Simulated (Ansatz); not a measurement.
MoN2:

```
CELL_PARAMETERS angstrom
4.34805 0.00000 0.00000
0.00000 4.34805 0.00000
0.00000 0.00000 2.76746
ATOMIC_POSITIONS crystal
Mo 0.00000 0.00000 0.00000
Mo 0.50000 0.50000 0.00000
N 0.61165 0.88835 0.50000
N 0.38835 0.11165 0.50000
N 0.11165 0.61165 0.50000
N 0.88835 0.38835 0.50000
```

Measurements of this composition are mostly on another form, of space group No. 160.

| Quantity | Value |
| --- | --- |
| Program | Ansatz 0.2.0 |
| Task | relaxation of cell and atoms |
| Functional | PBEsol |
| Potentials or basis | Ansatz PAW |
| Cutoff | 420 eV (not typed: the program's choice for these potentials) |
| k mesh | 6 × 6 × 10 |
| Occupations | fermi-dirac, width 0.05 eV |
| Spin | no spin polarisation |

At the start: volume 8.72 Å³/atom.

Q: Where does the relaxation end?

A: It ends after 8 steps and the volume is 8.36 Å³/atom (-4.1 %); space group P4/mbm (No. 127, to 0.05 Å).

Step by step:
```tsv
step	energy change (eV)	largest force (eV/Å)	volume (Å³)
1	0.0000	0.0343	52.32
2	-0.1060	0.0515	49.86
3	-0.1073	0.0017	50.19
4	-0.1079	0.0195	50.20
5	-0.1080	0.0024	50.19
6	-0.1001	0.0018	50.19
7	-0.1003	0.0001	50.15
8	-0.1002	0.0000	50.15
```

Final structure:
```yaml
crystal:
  lattice:
    - [4.28988, 0.00000, 0.00000]
    - [0.00000, 4.28988, 0.00000]
    - [0.00000, 0.00000, 2.72534]
  atoms:
    - { symbol: Mo, position: [0.00000, 0.00000, 0.00000] }
    - { symbol: Mo, position: [0.50000, 0.50000, 0.00000] }
    - { symbol: N, position: [0.61275, 0.88725, 0.50000] }
    - { symbol: N, position: [0.38725, 0.11275, 0.50000] }
    - { symbol: N, position: [0.11275, 0.61275, 0.50000] }
    - { symbol: N, position: [0.88725, 0.38725, 0.50000] }
```

Caveat: the plane-wave basis is chosen anew once the cell has moved, so the energies of steps on either side of that aren't comparable; the pressure holds a Pulay correction of +0.7 GPa for the finite cutoff; the PAW data sets come from PBE, with cores solved anew for the run's functional, which leaves a small shift of forces and pressure.
